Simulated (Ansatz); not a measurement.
# C₂H₇InNO radical: basis-set convergence

An exercise on one series of results from a longer session: the logs are not shown, and one member is left open.

Method: one geometry, several basis sets; program: Ansatz 0.2.0, Gaussian basis.

Levels to be run: PBE0-D4/def2-SVP; ωB97M-V/def2-SVP; PBE0-D4/def2-QZVPP; ωB97M-V/def2-QZVPP; the functionals' def2-TZVPP values are taken from earlier runs.

**Structure used throughout**

An earlier PBE0-D4 in a triple-zeta def2 set relaxation fixed the geometry. In takes the def2 core potential; no spin-orbit term is included.

SMILES `C[N](C)[In][OH]`, 12 atoms, charge 0, spin multiplicity 2.

Atoms are counted from 1 here; the program's logs count them from 0.

Bond lengths: C1–N2 1.426 Å, C1–H6 1.101 Å, C1–H7 1.092 Å, C1–H8 1.097 Å, N2–C3 1.426 Å, N2–In4 2.578 Å, C3–H9 1.101 Å, C3–H10 1.092 Å, C3–H11 1.097 Å, In4–O5 2.079 Å, O5–H12 0.960 Å. Angles: N2–C1–H6 107.3°, N2–C1–H7 110.5°, N2–C1–H8 112.9°, H6–C1–H7 107.8°, H6–C1–H8 108.3°, H7–C1–H8 109.9°, C1–N2–C3 114.2°, C1–N2–In4 114.9°, C3–N2–In4 114.8°, N2–C3–H9 107.5°, N2–C3–H10 110.6°, N2–C3–H11 112.8°, H9–C3–H10 107.8°, H9–C3–H11 108.1°, H10–C3–H11 109.9°, N2–In4–O5 72.1°, In4–O5–H12 116.3°.

The first run:

in.yaml

```yaml
crystal:
  periodic: [false, false, false]
  atoms:
    - {symbol: C, position_ang: [-1.140473, -0.752767, 0.410994]}
    - {symbol: N, position_ang: [0.022474, -0.685603, -0.410974]}
    - {symbol: C, position_ang: [1.248153, -0.633711, 0.315350]}
    - {symbol: In, position_ang: [-0.138628, 0.966597, -2.383175]}
    - {symbol: O, position_ang: [-0.149818, 2.070438, -0.621094]}
    - {symbol: H, position_ang: [-1.343711, 0.266122, 0.775068]}
    - {symbol: H, position_ang: [-2.004589, -1.076353, -0.173669]}
    - {symbol: H, position_ang: [-1.010689, -1.408897, 1.280607]}
    - {symbol: H, position_ang: [1.367492, 0.394813, 0.689084]}
    - {symbol: H, position_ang: [2.093142, -0.850749, -0.341880]}
    - {symbol: H, position_ang: [1.260603, -1.313706, 1.176300]}
    - {symbol: H, position_ang: [-0.203956, 3.023825, -0.716621]}
basis:
  gaussian: {orbitals: def2-SVP}
magnetization: {spin_polarized: true, initial_magnetization: 1}
hamiltonian: {xc: pbe0, dispersion: d4}
output: {orbitals: {seedname: orbitals}}
```

Run with:

```sh
$ ansatz run in.yaml --threads 2 --pin off --events-out ev --progress --plain --max-ram 32768MiB --backend cpu
```

Among the steps run: PBE0-D4 in def2-SVP; ωB97M-V in def2-SVP; PBE0-D4 in def2-QZVPP; ωB97M-V in def2-QZVPP.

One table of the session follows, with a row left open; its other results are not shown here.

It belongs to the step «Density functionals: the series». 

| functional | basis | HOMO (eV) | LUMO (eV) |
| --- | --- | --- | --- |
| PBE0-D4 | def2-SVP | -5.60 | -2.42 |
| PBE0-D4 | def2-TZVPP | -5.80 | -2.56 |
| PBE0-D4 | def2-QZVPP | ? | ? |
| ωB97M-V | def2-SVP | -7.66 | -0.34 |
| ωB97M-V | def2-TZVPP | -7.88 | -0.54 |
| ωB97M-V | def2-QZVPP | -7.93 | -0.61 |

Q: Estimate the row for PBE0-D4, def2-QZVPP from the others.

The run gave: HOMO (eV): -5.84; LUMO (eV): -2.61. In the column «HOMO (eV)» it lies between ωB97M-V, def2-SVP (-7.66) and PBE0-D4, def2-TZVPP (-5.80).
